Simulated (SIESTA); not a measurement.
## Ba2Tl5V3O12 in SIESTA: the effect of functional

Crystal: Ba2Tl5V3O12.

```
Ba V Tl O
1.0
     8.15421    0.00000    0.00000
    -4.07711    7.06176    0.00000
     0.00000    0.00000    6.92128
Ba V Tl O
2 3 5 12
Direct
  0.00000 0.00000 0.23552
  0.00000 0.00000 0.76448
  0.50000 0.00000 0.00000
  0.00000 0.50000 0.00000
  0.50000 0.50000 0.00000
  0.50000 0.00000 0.50000
  0.00000 0.50000 0.50000
  0.50000 0.50000 0.50000
  0.33333 0.66667 0.22489
  0.66667 0.33333 0.77511
  0.33890 0.34334 0.81444
  0.65666 0.99556 0.81444
  0.00444 0.66110 0.81444
  0.34334 0.33890 0.18556
  0.99556 0.65666 0.18556
  0.66110 0.00444 0.18556
  0.66110 0.65666 0.18556
  0.34334 0.00444 0.18556
  0.99556 0.33890 0.18556
  0.65666 0.66110 0.81444
  0.00444 0.34334 0.81444
  0.33890 0.99556 0.81444
```

The cell was built by a generator and needn't be a form met in nature.

Alike in all runs:

```yaml
Program: SIESTA 5.4.2
Task: band structure
Basis: DZP (energy shift 0.003 Ry; two zetas on semicore shells; d shell added on Ba)
Grid_cutoff: 800 Ry
Energy_shift: 0.003 Ry
k_mesh: 4 × 4 × 4
Occupations: fermi-dirac, width 0.05 eV
Spin: collinear spin, ferromagnetic start
Starting_moments: "[0.0, 0.0, 2.0, 2.0, 2.0, 0.0, 0.0, 0.0, 0.0, 0.0, 0.0, 0.0, 0.0, 0.0, 0.0, 0.0, 0.0, 0.0, 0.0, 0.0, 0.0, 0.0] μB"
```

One run gave: pressure -5.4 GPa; largest force 0.25 eV/Å. Which functional did it use?
A. PBE
B. PBEsol
C. LDA
D. RPBE
E. BLYP

C.

```tsv
functional	potentials or basis	pressure (GPa)	largest force (eV/Å)
PBE	PseudoDojo 0.4 standard (PBE files)	1.6	0.22
LDA	PseudoDojo 0.4 standard (LDA files)	-5.4	0.25
PBEsol	PseudoDojo 0.4 standard (PBEsol files)	-2.3	0.07
RPBE	PseudoDojo 0.4 standard (PBE files)	4.3	0.32
BLYP	PseudoDojo 0.4 standard (PBE files)	5.6	0.46
AM05	PseudoDojo 0.4 standard (PBEsol files)	-1.6	0.10
```

Caveats: this set's barium file shifts pressures by up to 1 GPa against other sets; the basis of atomic orbitals isn't converged, which shifts pressures, moduli and gaps; the potentials were made for another functional, which shifts forces and pressure (some runs).

Not every run made on this cell is shown here.
